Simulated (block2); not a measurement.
# GeS (germanium sulfide) at DMRG/STO-3G

Aim: the energy change on altering one bond length of GeS (germanium sulfide) at DMRG/STO-3G, from 2 runs. The job is set up through a Python script.

The calculation is run with block2 0.5.4.

1 further run of the same task is left out (set aside as unsound or not needed).

### Step 1. The molecule

The species is GeS (2 atoms), meant as a singlet with charge 0. SMILES: `[S+]#[Ge-]`. The bond length is the measured one.

Bond lengths: S1–Ge2 2.012 Å.

### Step 2. The energy at DMRG/STO-3G

The input, mol.xyz:

```xyz
2
GeS
S      0.000000     0.000000     0.000000
Ge     0.000000     0.000000     2.012086
```

The input, dmrg.py:

```python
import numpy as np
from pyscf import cc, dft, gto, mcscf, mp, scf
from pyblock2._pyscf.ao2mo import integrals as itg
from pyblock2.driver.core import DMRGDriver, SymmetryTypes

geom = "mol.xyz"
mol = gto.M(
    atom=geom,
    basis="sto-3g",
    verbose=3,
)
print("basis functions                = %d" % (mol.nao))
mf = scf.RHF(mol)
mf.conv_tol = 1e-10
mf.max_cycle = 200
mf.kernel()
if not mf.converged:
    mf = mf.newton().run(mf.mo_coeff, mf.mo_occ)
print("E(SCF)                         = %.10f" % (mf.e_tot))
ref = mf
pt = mp.MP2(ref, frozen=14).run()
mycc = cc.CCSD(ref, frozen=14)
mycc.max_cycle = 150
mycc.kernel()
print("E(MP2)                         = %.10f" % (pt.e_tot))
if mycc.converged:
    print(f"E(CCSD)                        = {mycc.e_tot:.10f}")
    print(f"E(CCSD(T))                     = {mycc.e_tot + mycc.ccsd_t():.10f}")
    print(f"T1                             = {mycc.get_t1_diagnostic():.4f}")
ks = dft.RKS(mol, xc="r2scan").set(conv_tol=1e-9, verbose=3).run()
if ks.converged:
    print("E(r2SCAN)                      = %.8f" % (ks.e_tot))
ks = dft.RKS(mol, xc="lda,vwn5").set(conv_tol=1e-9, verbose=3).run()
if ks.converged:
    print("E(SVWN5)                       = %.8f" % (ks.e_tot))
ks = dft.RKS(mol, xc="hse06").set(conv_tol=1e-9, verbose=3).run()
if ks.converged:
    print(f"E(HSE06)                       = {ks.e_tot:.8f}")
ks = dft.RKS(mol, xc="blyp").set(conv_tol=1e-9, verbose=3).run()
if ks.converged:
    print("E(BLYP)                        = %.8f" % (ks.e_tot))
ks = dft.RKS(mol, xc="camb3lyp").set(conv_tol=1e-9, verbose=3).run()
if ks.converged:
    print("E(CAM-B3LYP)                   = %.8f" % (ks.e_tot))
occ_no, mo = mcscf.addons.make_natural_orbitals(mp.MP2(mf, frozen=14).run())
mf.mo_coeff = mo
ncas, n_elec, spin, ecore, h1e, g2e, orb_sym = itg.get_rhf_integrals(mf, ncore=14, ncas=13, pg_symm=False, g2e_symm=1)
dmrg = DMRGDriver(scratch="./tmp", symm_type=SymmetryTypes.SU2, stack_mem=1500 << 20, n_threads=1)
idx = dmrg.orbital_reordering(h1e, g2e, method="gaopt")
print("orbital order:", idx.tolist())
h1e = h1e[np.ix_(idx, idx)]
g2e = g2e[np.ix_(idx, idx, idx, idx)]
orb_sym = np.array(orb_sym)[idx]
dmrg.initialize_system(n_sites=ncas, n_elec=n_elec, spin=spin, orb_sym=orb_sym)
mpo = dmrg.get_qc_mpo(h1e=h1e, g2e=g2e, ecore=ecore, iprint=1)
psi = dmrg.get_random_mps(tag="GS", bond_dim=25, nroots=1)
bond_dims = [25] * 3 + [50] * 4 + [100] * 2
noises = [0.0001] * 3 + [0.0001] * 4 + [1e-05] * 2 + [0]
thrds = [1e-07] * 9
e = dmrg.dmrg(mpo, psi, n_sweeps=15, tol=1e-06, bond_dims=bond_dims, noises=noises, thrds=thrds, iprint=2)
ms, dws, es = dmrg.get_dmrg_results()
print("discarded weight               = %.3e" % (dws[-1]))
print("final energy                   = %.10f" % (e))
dm1 = dmrg.get_1pdm(psi)
print("natural occupations            =", np.round(np.linalg.eigvalsh(dm1)[::-1], 5).tolist())
c_act = mf.mo_coeff[:, 14:27][:, idx]
dm_ao = c_act @ dm1 @ c_act.T + 2 * mf.mo_coeff[:, :14] @ mf.mo_coeff[:, :14].T
print("dipole moment (debye)          =", np.round(scf.hf.dip_moment(mol, dm_ao, verbose=0), 4).tolist())
print("largest bipartite entropy      = %.4f" % (max(dmrg.get_bipartite_entanglement(psi))))
csf, coef = dmrg.get_csf_coefficients(psi, cutoff=0.1, iprint=1)
print(f"c0^2                           = {np.max(np.abs(coef)) ** 2:.4f}")
ci = mcscf.CASCI(mf, 13, (10, 10))
ci.fix_spin_(ss=0)
ci.fcisolver.conv_tol = 1e-10
ci.fcisolver.max_cycle = 200
ci.kernel()
print(f"E(FCI)                         = {ci.e_tot:.10f}")
```

Started as:

```sh
python dmrg.py
```

The program printed:

```text
basis functions                = 27
converged SCF energy = -2444.90746064641
E(SCF)                         = -2444.9074606464
E(RMP2) = -2445.00483812099  E_corr = -0.0973774745826072
E(SCS-RMP2) = -2445.00259467967  E_corr = -0.0951340332606166
E(CCSD) = -2445.004406913758  E_corr = -0.09694626735235853
E(MP2)                         = -2445.0048381210
E(CCSD)                        = -2445.0044069138
CCSD(T) correction = -0.00989379650195872
E(CCSD(T))                     = -2445.0143007103
T1                             = 0.0285
converged SCF energy = -2446.87205418632
E(r2SCAN)                      = -2446.87205419
converged SCF energy = -2442.06205013312
E(SVWN5)                       = -2442.06205013
converged SCF energy = -2446.48908375127
E(HSE06)                       = -2446.48908375
converged SCF energy = -2446.68396117321
E(BLYP)                        = -2446.68396117
converged SCF energy = -2446.83214280879
E(CAM-B3LYP)                   = -2446.83214281
E(RMP2) = -2445.00483812099  E_corr = -0.0973774745826072
E(SCS-RMP2) = -2445.00259467967  E_corr = -0.0951340332606166
orbital order: [8, 10, 5, 9, 6, 11, 7, 12, 4, 0, 1, 3, 2]
integral symmetrize error =  0.0
integral cutoff error =  0.0
mpo terms =      16568

[... 34 lines left out ...]
 --> Site =    0-   1 .. Mmps =    3 Ndav =  10 E =  -2443.5664309245 Error = 0.00e+00 FLOPS = 5.73e+06 Tdav = 0.00 T = 0.04
[... 25 lines left out ...]
 <-- Site =    6-   7 .. Mmps =   25 Ndav =   4 E =  -2444.8318040141 Error = 4.82e-07 FLOPS = 9.08e+08 Tdav = 0.01 T = 0.26
[... 25 lines left out ...]
 --> Site =   10-  11 .. Mmps =   25 Ndav =   1 E =  -2445.0145751863 Error = 5.78e-11 FLOPS = 1.25e+08 Tdav = 0.00 T = 0.03
[... 34 lines left out ...]
 --> Site =    3-   4 .. Mmps =   50 Ndav =   2 E =  -2445.0149215090 Error = 7.81e-07 FLOPS = 1.51e+09 Tdav = 0.01 T = 0.12
[... 25 lines left out ...]
 <-- Site =    3-   4 .. Mmps =   50 Ndav =   3 E =  -2445.0149546822 Error = 1.31e-06 FLOPS = 1.49e+09 Tdav = 0.01 T = 0.13
[... 34 lines left out ...]
 <-- Site =   10-  11 .. Mmps =    9 Ndav =   1 E =  -2445.0149533912 Error = 0.00e+00 FLOPS = 2.73e+08 Tdav = 0.00 T = 0.05
[... 25 lines left out ...]
 --> Site =    6-   7 .. Mmps =  100 Ndav =   2 E =  -2445.0149632072 Error = 3.49e-09 FLOPS = 5.51e+09 Tdav = 0.05 T = 0.93
[... 20 lines left out ...]
 <-- Site =    5-   6 .. Mmps =  100 Ndav =   2 E =  -2445.0149633464 Error = 2.89e-08 FLOPS = 6.45e+09 Tdav = 0.04 T = 0.88
 <-- Site =    4-   5 .. Mmps =  100 Ndav =   2 E =  -2445.0149633644 Error = 1.21e-08 FLOPS = 4.17e+09 Tdav = 0.03 T = 0.31
 <-- Site =    3-   4 .. Mmps =   98 Ndav =   1 E =  -2445.0149633274 Error = 3.52e-20 FLOPS = 1.79e+09 Tdav = 0.01 T = 0.19
 <-- Site =    2-   3 .. Mmps =   51 Ndav =   1 E =  -2445.0149633274 Error = 3.40e-20 FLOPS = 1.31e+09 Tdav = 0.00 T = 0.10
 <-- Site =    1-   2 .. Mmps =   18 Ndav =   1 E =  -2445.0149633274 Error = 1.24e-20 FLOPS = 4.49e+08 Tdav = 0.00 T = 0.05
 <-- Site =    0-   1 .. Mmps =   11 Ndav =   1 E =  -2445.0149633274 Error = 6.21e-21 FLOPS = 2.89e+07 Tdav = 0.00 T = 0.02
[... 8 lines left out ...]
discarded weight               = 2.893e-08
final energy                   = -2445.0149633644
natural occupations            = [1.99992, 1.99992, 1.99985, 1.99985, 1.99961, 1.998, 1.97685, 1.95687, 1.91059, 1.91058, 0.10583, 0.10583, 0.03631]
dipole moment (debye)          = [-0.0, 0.0, 0.0187]
largest bipartite entropy      = 0.4634
DTRIE T =      0.002
Number of CSF =          4 (cutoff =       0.1)
Sum of weights of included CSF =    0.928124709145036

CSF          0 2022202022222  =   -0.933006950597430
CSF          1 +-2+2-2022222  =    0.148335209713748
CSF          2 2020222022222  =    0.133458408110046
CSF          3 0222202022222  =    0.133447585762470
c0^2                           = 0.8705
CASCI E = -2445.01496347785  E(CI) = -122.893951388742  S^2 = 0.0000000
E(FCI)                         = -2445.0149634778
```

Wall time 51 s (1 thread of Intel Xeon at 2.50GHz (Skylake/Cascade Lake), shared host); peak memory 0.32 GiB.

### Step 3. The distorted shape: a single-point energy at DMRG/STO-3G

The input, dmrg.py:

```python
import numpy as np
from pyscf import cc, dft, gto, mcscf, mp, scf
from pyblock2._pyscf.ao2mo import integrals as itg
from pyblock2.driver.core import DMRGDriver, SymmetryTypes
from scipy.stats import linregress

mol = gto.M(atom="""
S      0.00000000     0.00000000    -1.90109094
Ge     0.00000000     0.00000000     3.80229148
""", basis="sto-3g", unit="bohr", verbose=3)
print("nao = %d" % (mol.nao))
mf = scf.RHF(mol)
mf.conv_tol = 1e-10
mf.max_cycle = 200
mf.kernel()
if not mf.converged:
    mf = mf.newton().run(mf.mo_coeff, mf.mo_occ)
print(f"reference energy = {mf.e_tot:.10f}")
# MP2, CCSD and CCSD(T) with the same frozen core
ref = mf
pt = mp.MP2(ref, frozen=14).run()
mycc = cc.CCSD(ref, frozen=14)
mycc.max_cycle = 150
mycc.kernel()
print(f"E(MP2) = {pt.e_tot:.10f}")
if mycc.converged:
    print("E(CCSD) = %.10f" % (mycc.e_tot))
    print(f"CCSD(T) total energy = {mycc.e_tot + mycc.ccsd_t():.10f}")
    print("T1 = %.4f" % (mycc.get_t1_diagnostic()))
# a few density functionals on the same geometry and basis
ks = dft.RKS(mol, xc="r2scan").set(conv_tol=1e-9, verbose=3).run()
if ks.converged:
    print("E(r2SCAN) = %.8f" % (ks.e_tot))
ks = dft.RKS(mol, xc="lda,vwn5").set(conv_tol=1e-9, verbose=3).run()
if ks.converged:
    print("E(SVWN5) = %.8f" % (ks.e_tot))
ks = dft.RKS(mol, xc="hse06").set(conv_tol=1e-9, verbose=3).run()
if ks.converged:
    print("E(HSE06) = %.8f" % (ks.e_tot))
ks = dft.RKS(mol, xc="blyp").set(conv_tol=1e-9, verbose=3).run()
if ks.converged:
    print(f"E(BLYP) = {ks.e_tot:.8f}")
ks = dft.RKS(mol, xc="camb3lyp").set(conv_tol=1e-9, verbose=3).run()
if ks.converged:
    print(f"E(CAM-B3LYP) = {ks.e_tot:.8f}")
# natural orbitals of MP2 give a compact matrix product state
occ_no, mo = mcscf.addons.make_natural_orbitals(mp.MP2(mf, frozen=14).run())
mf.mo_coeff = mo
ncas, n_elec, spin, ecore, h1e, g2e, orb_sym = itg.get_rhf_integrals(mf, ncore=14, ncas=13, pg_symm=False, g2e_symm=8)
dmrg = DMRGDriver(scratch="./tmp", symm_type=SymmetryTypes.SU2, stack_mem=1500 << 20, n_threads=1)
dmrg.initialize_system(n_sites=ncas, n_elec=n_elec, spin=spin, orb_sym=orb_sym)
mpo = dmrg.get_qc_mpo(h1e=h1e, g2e=g2e, ecore=ecore, iprint=1)
occs = np.array([1.9] * 10 + [0.1] * 3)
psi = dmrg.get_random_mps(tag="GS", bond_dim=112, nroots=1, occs=occs)
bond_dims = [112] * 2 + [150] * 2
noises = [0.0001] * 2 + [1e-05] * 2 + [0]
thrds = [1e-09] * 4
e = dmrg.dmrg(mpo, psi, n_sweeps=10, tol=1e-07, bond_dims=bond_dims, noises=noises, thrds=thrds, iprint=1)
ms, dws, es = dmrg.get_dmrg_results()
print("discarded weight = %.3e" % (dws[-1]))
print("final energy = %.10f" % (e))
dm1 = dmrg.get_1pdm(psi)
print("occupation numbers =", np.round(np.linalg.eigvalsh(dm1)[::-1], 5).tolist())
c_act = mf.mo_coeff[:, 14:27]
dm_ao = c_act @ dm1 @ c_act.T + 2 * mf.mo_coeff[:, :14] @ mf.mo_coeff[:, :14].T
print("dipole moment (debye) =", np.round(scf.hf.dip_moment(mol, dm_ao, verbose=0), 4).tolist())
print("largest bipartite entropy = %.4f" % (max(dmrg.get_bipartite_entanglement(psi))))
csf, coef = dmrg.get_csf_coefficients(psi, cutoff=0.05, iprint=1)
print("leading coefficient squared = %.4f" % (np.max(np.abs(coef)) ** 2))
# extrapolation to zero discarded weight
psi = dmrg.adjust_mps(psi, dot=2)[0]
back = [135, 112, 90, 67]
dmrg.dmrg(mpo, psi, n_sweeps=4 * len(back), tol=0, bond_dims=[m for m in back for _ in range(4)], noises=[0] * (4 * len(back)), thrds=[1e-9] * (4 * len(back)), iprint=1)
ms, dws, es = dmrg.get_dmrg_results()
ms, dws, es = ms[3::4], dws[3::4], np.array(es)[3::4, 0]
fit = linregress(dws, es)
print("M values =", np.round(ms, 1).tolist())
print("discarded weights =", np.round(dws, 12).tolist())
print("E(M) =", np.round(es, 9).tolist())
print("extrapolated energy = %.8f" % (fit.intercept))
print("error estimate = %.3e" % (abs(fit.intercept - es.min()) / 5))
# FCI check
ci = mcscf.CASCI(mf, 13, (10, 10))
ci.fix_spin_(ss=0)
ci.fcisolver.conv_tol = 1e-10
ci.fcisolver.max_cycle = 200
ci.kernel()
print("FCI energy = %.10f" % (ci.e_tot))
```

Started as:

```sh
python dmrg.py
```

The program printed:

```text
nao = 27
converged SCF energy = -2444.6500672558
reference energy = -2444.6500672558
E(RMP2) = -2444.68466797244  E_corr = -0.0346007166369814
E(SCS-RMP2) = -2444.68980377541  E_corr = -0.0397365196148061
E(CCSD) = -2444.692750719641  E_corr = -0.04268346384111998
E(MP2) = -2444.6846679724
E(CCSD) = -2444.6927507196
CCSD(T) correction = -0.000427494589365244
CCSD(T) total energy = -2444.6931782142
T1 = 0.0382
SCF not converged.
SCF energy = -2445.60335330613
SCF not converged.
SCF energy = -2440.79379340187
converged SCF energy = -2446.22256295279
E(HSE06) = -2446.22256295
SCF not converged.
SCF energy = -2445.46688900016
converged SCF energy = -2446.54330276051
E(CAM-B3LYP) = -2446.54330276
E(RMP2) = -2444.68466797244  E_corr = -0.0346007166369814
E(SCS-RMP2) = -2444.68980377541  E_corr = -0.0397365196148061
integral symmetrize error =  0.0
integral cutoff error =  0.0
mpo terms =      16081

[... 40 lines left out ...]
discarded weight = 8.007e-20
final energy = -2444.8260045714
[... 1 line left out ...]
dipole moment (debye) = [0.0, -0.0, 0.5002]
[... 4 lines left out ...]
Sum of weights of included CSF =    0.955555212830823
[... 56 lines left out ...]
Sweep =    8 | Direction = backward | Bond dimension =   90 | Noise =  0.00e+00 | Dav threshold =  1.00e-09
Time elapsed =     29.260 | E =   -2444.8260045505 | DE = -7.42e-11 | DW = 4.10496e-07

Sweep =    9 | Direction =  forward | Bond dimension =   90 | Noise =  0.00e+00 | Dav threshold =  1.00e-09
Time elapsed =     31.653 | E =   -2444.8260044048 | DE = 1.46e-07 | DW = 3.42416e-07

Sweep =   10 | Direction = backward | Bond dimension =   90 | Noise =  0.00e+00 | Dav threshold =  1.00e-09
Time elapsed =     34.008 | E =   -2444.8260044048 | DE = 1.79e-11 | DW = 3.42401e-07

Sweep =   11 | Direction =  forward | Bond dimension =   90 | Noise =  0.00e+00 | Dav threshold =  1.00e-09
Time elapsed =     36.524 | E =   -2444.8260044047 | DE = 1.12e-10 | DW = 3.42166e-07

Sweep =   12 | Direction = backward | Bond dimension =   67 | Noise =  0.00e+00 | Dav threshold =  1.00e-09
Time elapsed =     38.746 | E =   -2444.8260038294 | DE = 5.75e-07 | DW = 4.96416e-06

Sweep =   13 | Direction =  forward | Bond dimension =   67 | Noise =  0.00e+00 | Dav threshold =  1.00e-09
Time elapsed =     40.724 | E =   -2444.8260001478 | DE = 3.68e-06 | DW = 3.73227e-06

Sweep =   14 | Direction = backward | Bond dimension =   67 | Noise =  0.00e+00 | Dav threshold =  1.00e-09
Time elapsed =     42.692 | E =   -2444.8259995822 | DE = 5.66e-07 | DW = 3.32264e-06

Sweep =   15 | Direction =  forward | Bond dimension =   67 | Noise =  0.00e+00 | Dav threshold =  1.00e-09
Time elapsed =     44.696 | E =   -2444.8259995838 | DE = -1.64e-09 | DW = 3.31603e-06

M values = [135, 112, 90, 67]
discarded weights = [1.372e-09, 1.837e-08, 3.42166e-07, 3.316029e-06]
E(M) = [-2444.826004574, -2444.82600455, -2444.826004405, -2444.825999584]
extrapolated energy = -2444.82600469
error estimate = 2.250e-08
CASCI E = -2444.82600457495  E(CI) = -115.336827963906  S^2 = 0.0000000
FCI energy = -2444.8260045750
```

Wall time 2.2 min (1 thread of Intel Xeon at 2.50GHz (Skylake/Cascade Lake), shared host); peak memory 0.4 GiB.

### Step 4. What came out

At DMRG/STO-3G, 14 core orbitals frozen:

| quantity | value |
| --- | --- |
| run 1, DMRG/STO-3G: total energy | -2445.01496 Eh |
| run 1, DMRG/STO-3G: dipole moment (of the density that the program reports) | 0.02 D |
| run 1, DMRG/STO-3G: T1 diagnostic of the CCSD step | 0.029 |
| distorted shape: total energy | -2444.82600 Eh |
| distorted shape: dipole moment (of the density that the program reports) | 0.50 D |
| distorted shape: T1 diagnostic of the CCSD step | 0.038 |
| energy change with the S1–Ge2 bond stretched from 2.012 to 3.018 Å | 5.142 eV |

What this shows: With the S1–Ge2 bond stretched from 2.012 to 3.018 Å the energy rises by 5.14 eV (496 kJ/mol). The first shape isn't relaxed at this level, so the change isn't measured from a minimum. The minimal basis adds a large error of its own. The T1 diagnostic (run 1, DMRG/STO-3G) of 0.029 is above the customary mark for such species, so a single reference may not serve. The T1 diagnostic (distorted shape) of 0.038 is above the customary mark for such species, so a single reference may not serve.
